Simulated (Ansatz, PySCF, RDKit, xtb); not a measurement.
# SiHSeOF: from the formula to a structure

Only the formula SiHSeOF is given. Aim: find the structure of lowest free energy at 298.15 K, then its properties.

Plan: many cheap relaxations first (GFN2-xTB), then density-functional screening, relaxation at r2SCAN-D4/def2-SVP, vibrations and a final energy. The numbers are computed, not measured.

7 further runs of the same task are left out: 7 set aside as unsound or not needed.

## Step 1: Drawing up candidates

All bonding patterns within simple valence rules are listed by program: one Lewis structure each, at most two rings and one unusual centre or charged pair. O–O, O–halogen and N–halogen bonds and N–N–N chains are not drawn. That gives 21 candidates.

c040 O=[SeH]#[Si]F; c104 O=[Si](F)[SeH]; c138 O[Se]#[Si]F; c142 O=[Si]=[SeH]F; c156 F[Se]O[SiH]; c214 O[Se@](F)=[Si] (triplet); c292 O=[Se](F)#[SiH]; c324 O[Si]#[Se]F; c381 F[Se@@]1=[SiH]O1; c386 O=[SiH][Se]F; c404 O=[Se]=[SiH]F; c409 F[si-]1[oH+][se]1; c447 F[Si]O[SeH]; c564 F[Se]O[SiH] (triplet); c579 O[Si](F)=[Se]; c627 F[Si]1=[SeH]O1; c676 F/[SiH]=[O+]\[Se-]; c808 O[Se@](F)=[Si]; c911 F/[SiH]=[O+]/[Se-]; c933 F[Si]O[SeH] (triplet); c966 F[Si@@H]1O[Se]1.

Candidates are built by distance geometry, with a force field where one applies, in up to four conformers (letters a to d). 6 starts with atoms placed at random are added, to find patterns that the rules miss.

Q: Predict the outcome of this search (final energies at CCSD(T)/def2-TZVP).

| quantity | value |
| --- | --- |
| lowest structure found | O[Si](F)=[Se], singlet, Cs |
| next finalist | O=[Si](F)[SeH], singlet, 16.4 kcal/mol higher in G |
| share at equilibrium, among the finalists | 100.0 % |
| harmonic wavenumbers, lowest and highest (r2SCAN-D4/def2-SVP) | 211 and 3839 cm⁻¹ |
| rotational constants, same geometry | 0.2856, 0.06426, 0.05245 cm⁻¹ |
| dipole moment (PBE0/def2-TZVPD) | 2.84 D |
| HOMO energy (PBE0/def2-TZVPD) | -7.31 eV |
| LUMO energy (PBE0/def2-TZVPD) | -1.71 eV |
| HOMO–LUMO gap (PBE0/def2-TZVPD) | 5.61 eV |
| lowest excitation (TD-CAM-B3LYP/def2-SVPD) | 4.36 eV (f = 0.000) |
| strongest of the states computed, same level | 7.48 eV (f = 0.118) |
| lowest triplet excitation, same level, Tamm-Dancoff | 3.97 eV |
| vertical ionisation energy | 9.57 eV |
| vertical electron affinity | 0.25 eV |
| vertical triplet less singlet | +3.92 eV |

The search ends on `O[Si](F)=[Se]`. The margin of 16.4 kcal/mol over the next finalist is beyond the usual error of the last level; it says nothing of structures that weren't ranked. GFN2-xTB, HF/STO-3G, r2SCAN-D4/def2-SVP, r2SCAN-D4/def2-SVP, relaxed, HF/def2-TZVP and MP2/def2-TZVP already put its bonding pattern lowest among the structures in one piece. The search is not exhaustive (a finite list of starts, one conformer a finalist), so a lower isomer can't be ruled out.
